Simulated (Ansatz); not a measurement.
**AlBrH2S: vertical ionisation energy**

One table from this session's results is given with a row withheld; the runs are named, their logs left out.

The runs use Ansatz 0.2.0, Gaussian basis; unrestricted cation, the program's frozen cores in correlated methods.

Levels to be run: UKS PBE-D4/def2-TZVPP; UKS r2SCAN-D4/def2-TZVPP; UKS PBE0-D4/def2-TZVPP; UKS B3LYP-D4/def2-TZVPP; UKS wB97X-V/def2-TZVPP; UKS wB97M-V/def2-TZVPP; UKS B2PLYP/def2-TZVPP; UHF-CCSD(T)/def2-TZVPP; UHF-MP2/def2-QZVPP; extrapolation to the limit; then −ε(HOMO) from the neutral's earlier runs with LDA (SPW92), PBE-D4, revPBE-D4, BLYP-D4, r2SCAN-D4, B97M-V, PBE0-D4, B3LYP-D4, r2SCANh-D4, r2SCAN0-D4, HSE06-D4, BHLYP-D4, CAM-B3LYP-D4, LC-ωPBE, ωB97X-V, ωB97M-V.

### The relaxed structure

The geometry comes from an earlier relaxation with PBE0-D4 in a triple-zeta def2 set; it is a stationary point.

SMILES `[SH][AlH][Br]`, 5 atoms, charge 0, spin multiplicity 1.

Atoms are counted from 1 here; the program's logs count them from 0.

Bond lengths: S1–Al2 2.170 Å, S1–H4 1.345 Å, Al2–Br3 2.253 Å, Al2–H5 1.569 Å. Angles: Al2–S1–H4 93.1°, S1–Al2–Br3 118.8°, S1–Al2–H5 120.6°, Br3–Al2–H5 120.6°.

Set-up of the first run:

Input file in.yaml:

```yaml
crystal:
  periodic: [false, false, false]
  atoms:
    - {symbol: S, position_ang: [-1.672807, -0.006471, 0.297404]}
    - {symbol: Al, position_ang: [0.491588, 0.125630, 0.390945]}
    - {symbol: Br, position_ang: [1.687782, -0.358513, -1.456138]}
    - {symbol: H, position_ang: [-1.666657, -0.383163, -0.993549]}
    - {symbol: H, position_ang: [1.209995, 0.548816, 1.719937]}
basis:
  gaussian: {orbitals: def2-TZVPP}
total_charge: 1
magnetization: {spin_polarized: true, initial_magnetization: 1}
hamiltonian: {xc: pbe, dispersion: d4}
```

Among the steps run: Cation, UKS PBE-D4/def2-TZVPP; Cation, UKS r2SCAN-D4/def2-TZVPP; Cation, UKS PBE0-D4/def2-TZVPP; Cation, UKS B3LYP-D4/def2-TZVPP; Cation, UKS wB97X-V/def2-TZVPP; Cation, UKS wB97M-V/def2-TZVPP; Cation, UKS B2PLYP (frozen core)/def2-TZVPP; Cation, UHF-CCSD(T)/def2-TZVPP; Cation, UHF-MP2/def2-QZVPP.

One table of the session follows, with a row left open; its other results are not shown here.

Orbital estimates, from the neutral's runs:

```
  functional  −ε(HOMO) (eV)
 LDA (SPW92)           6.99
      PBE-D4           6.85
   revPBE-D4           6.80
     BLYP-D4              ?
   r2SCAN-D4           7.15
      B97M-V           7.20
     PBE0-D4           8.05
    B3LYP-D4           7.78
  r2SCANh-D4           7.58
  r2SCAN0-D4           8.24
    HSE06-D4           7.65
    BHLYP-D4           9.07
CAM-B3LYP-D4           9.34
     LC-ωPBE          10.78
     ωB97X-V          10.39
     ωB97M-V          10.22
```

Q: Estimate the row for BLYP-D4 from the others.

Worked estimate for «−ε(HOMO) (eV)». Against the share of exact exchange, B3LYP-D4 (0.2, 7.78), BHLYP-D4 (0.5, 9.07) give a slope of 4.30 per unit share; at 0 the line stands at 6.92.

The run gave: −ε(HOMO) (eV): 6.66. In «−ε(HOMO) (eV)» the line misses by +0.26.
